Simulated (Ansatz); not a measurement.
**AlFH4SSi: how energies converge with the basis set**

How large a basis does AlFH4SSi need? Two functionals are run in growing sets.

Computed with Ansatz 0.2.0, Gaussian basis. Level: one geometry, several basis sets.

Levels to be run: PBE0-D4/def2-SVP; ωB97M-V/def2-SVP; PBE0-D4/def2-QZVPP; ωB97M-V/def2-QZVPP; the functionals' def2-TZVPP values are taken from earlier runs.

### 1 The geometry

The geometry comes from an earlier relaxation with PBE0-D4 in a triple-zeta def2 set; it is a stationary point, not always the lowest conformer.

SMILES `F[SiH]([AlH2])S`, 8 atoms, charge 0, spin multiplicity 1.

Atoms are counted from 1 here; the program's logs count them from 0.

Bond lengths: F1–Si2 1.604 Å, Si2–Al3 2.396 Å, Si2–S4 2.286 Å, Si2–H5 1.488 Å, Al3–H6 1.582 Å, Al3–H7 1.582 Å, S4–H8 1.346 Å. Angles: F1–Si2–Al3 127.1°, F1–Si2–S4 106.7°, F1–Si2–H5 106.4°, Al3–Si2–S4 65.4°, Al3–Si2–H5 126.4°, S4–Si2–H5 101.1°, Si2–Al3–H6 117.7°, Si2–Al3–H7 115.0°, H6–Al3–H7 126.9°, Si2–S4–H8 92.3°.

### 2 PBE0-D4 in def2-SVP

The input, in.yaml:

```yaml
crystal:
  periodic: [false, false, false]
  atoms:
    - {symbol: F, position_ang: [-1.275683, -1.955603, 0.579930]}
    - {symbol: Si, position_ang: [-0.491888, -0.601179, 0.930743]}
    - {symbol: Al, position_ang: [-0.173001, 1.295771, -0.498088]}
    - {symbol: S, position_ang: [1.450061, -0.633751, -0.274256]}
    - {symbol: H, position_ang: [0.026668, -0.761326, 2.316396]}
    - {symbol: H, position_ang: [-0.740672, 1.210895, -1.972612]}
    - {symbol: H, position_ang: [0.456399, 2.564616, 0.206687]}
    - {symbol: H, position_ang: [0.840316, -1.176523, -1.344600]}
basis:
  gaussian: {orbitals: def2-SVP}
hamiltonian: {xc: pbe0, dispersion: d4}
output: {orbitals: {seedname: orbitals}}
```

Launch:

```sh
ansatz run in.yaml --threads 2 --pin off --events-out ev --progress --plain --max-ram 4352MiB
```

The runs that follow: ωB97M-V in def2-SVP; PBE0-D4 in def2-QZVPP; ωB97M-V in def2-QZVPP.

Before running them: what should the planned runs give, taken together? Wanted: PBE0-D4: double and triple zeta above quadruple; ωB97M-V: double and triple zeta above quadruple.

The runs gave:

```
                                       quantity           value
PBE0-D4: double and triple zeta above quadruple  13.45, 0.95 eV
ωB97M-V: double and triple zeta above quadruple  13.44, 0.91 eV
```

In words: PBE0-D4 gains 12.50 eV from double to triple zeta, then 0.95 eV more. These are total energies; as a rule much of such shifts cancels in differences, which this series doesn't test. The LUMO of ωB97M-V is positive and keeps falling with the basis (1.21 to 0.52 eV): an unbound level that the basis holds in place.
